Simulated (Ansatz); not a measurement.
CuO2 in Ansatz: convergence with smearing width

Input of the first run (smearing width 0.3 eV); the others differ in this setting and in those tied to it:

File input.yaml:

```yaml
crystal:
  lattice:
    - [1.412615, -5.210747, 0.0]
    - [1.412615, 5.210747, 0.0]
    - [0.0, 0.0, 4.343424]
  atoms:
    - { symbol: Cu, position: [0.167253, 0.832747, 0.75] }
    - { symbol: Cu, position: [0.832747, 0.167253, 0.25] }
    - { symbol: O, position: [0.78897, 0.21103, 0.75] }
    - { symbol: O, position: [0.21103, 0.78897, 0.25] }
    - { symbol: O, position: [0.551486, 0.448514, 0.75] }
    - { symbol: O, position: [0.448514, 0.551486, 0.25] }
hamiltonian:
  xc: pbe
  pseudopotentials: { kind: paw }
kpoints:
  mp_grid: { grid: [8, 8, 5] }
scf:
  occupations: { method: cold, width: 0.3 }
output:
  forces: true
  stress: true
  eigenvalues: true
```

Potentials or basis: Ansatz PAW.

Command:

```console
$ ansatz run input.yaml --threads 2 --pin off --max-ram 5632MiB --backend cpu --events-out ev --progress --plain --runs-dir out
```

The cell comes from a database or a generator and needn't be the stable form of this composition.

Hardware: 2 threads of Arm Neoverse V1 (shared host).

Task: The values tried are 0.3 eV, 0.2 eV, 0.15 eV, 0.1 eV, 0.05 eV, 0.025 eV, 0.01 eV, 0.005 eV, loosest first. From which on does the largest force stay within 0.005 eV/Å of the tightest run that finished?

Result: From 0.01 eV on.

| smearing width | energy less the tightest run, at zero smearing (meV/atom) | pressure (GPa) | largest force (eV/Å) | SCF cycles | CPU time (s) | peak memory (GiB) |
| --- | --- | --- | --- | --- | --- | --- |
| 0.3 eV | -2.19 | -1.66 | 0.272 | 8 | 8.5 | 0.41 |
| 0.2 eV | -0.19 | -1.65 | 0.273 | 9 | 8.8 | 0.41 |
| 0.15 eV | 0.25 | -1.67 | 0.278 | 9 | 8.7 | 0.41 |
| 0.1 eV | 0.31 | -1.69 | 0.284 | 9 | 8.8 | 0.41 |
| 0.05 eV | 0.05 | -1.70 | 0.290 | 9 | 8.7 | 0.41 |
| 0.025 eV | -0.02 | -1.69 | 0.285 | 9 | 8.5 | 0.41 |
| 0.01 eV | -0.01 | -1.69 | 0.278 | 9 | 9.2 | 0.41 |
| 0.005 eV | 0.00 | -1.69 | 0.276 | 10 | 9.7 | 0.41 |

Against the tightest run, the energy stays within 1 meV/atom from 0.2 eV on; the pressure stays within 0.1 GPa from 0.3 eV on. Narrower smearing needs a denser k mesh, so at a fixed mesh the narrowest width isn't the most accurate. The tightest run that finished is the yardstick and may itself not be fully converged.

Caveat, for the tightest run too: the pressure holds a Pulay correction of +0.8 GPa for the finite cutoff; the run has no spin polarisation, though such a crystal can be magnetic; semilocal functionals often make such compounds metallic where correlation or magnetic order opens a gap, which also shifts bond lengths.
